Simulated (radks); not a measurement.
**Tb in [Kr] 4d10 4f9 5s2 5p5 6s2 7s1: an all-electron calculation**

Aim: the levels, the sizes of the orbitals and the parts of the energy of neutral terbium.

Program: radks (a radial shooting solver on a logarithmic mesh, Libxc functionals) version 1. Level of theory: Dirac Kohn-Sham, LDA (Slater exchange, VWN5 correlation), spin-unpolarised, spherical densities, point nucleus; open shells fill j = l - 1/2 first. These are calculated values, not measurements, unless marked.

## Step 1: What is computed

- element: terbium (Z = 65)
- charge: 0
- electrons: 65
- configuration: [Kr] 4d10 4f9 5s2 5p5 6s2 7s1

## Step 2: The run

Settings of this run:

```text
Z 65
configuration [Kr] 4d10 4f9 5s2 5p5 6s2 7s1
relativity Dirac
functional lda,vwn5
spin unpolarised
j_filling energy
nucleus point
c 137.035999084
```

Q: Predict the outcome of this run.

The runs gave:

| quantity | value |
| --- | --- |
| total energy | -11710.2464 hartree |
| exchange-correlation share of it | 2.13 % |
| −T/E | 1.0936 |
| highest occupied level | 7s1/2, -1.376 eV |
| most extended occupied level | 7s1/2, <r> = 9.33 bohr |
| radius at density 0.001 e/bohr³ | 4.87 bohr |
| maxima of the radial density | 5 |

**Reading.** The radial density shows 5 maxima for 7 occupied principal shells; where shells overlap, one shows as a shoulder or not at all. Relativity lifts −T/E to 1.094. This is not the tabulated ground configuration, so its levels and sizes aren't those of the ground state, and no measured value stands beside it.
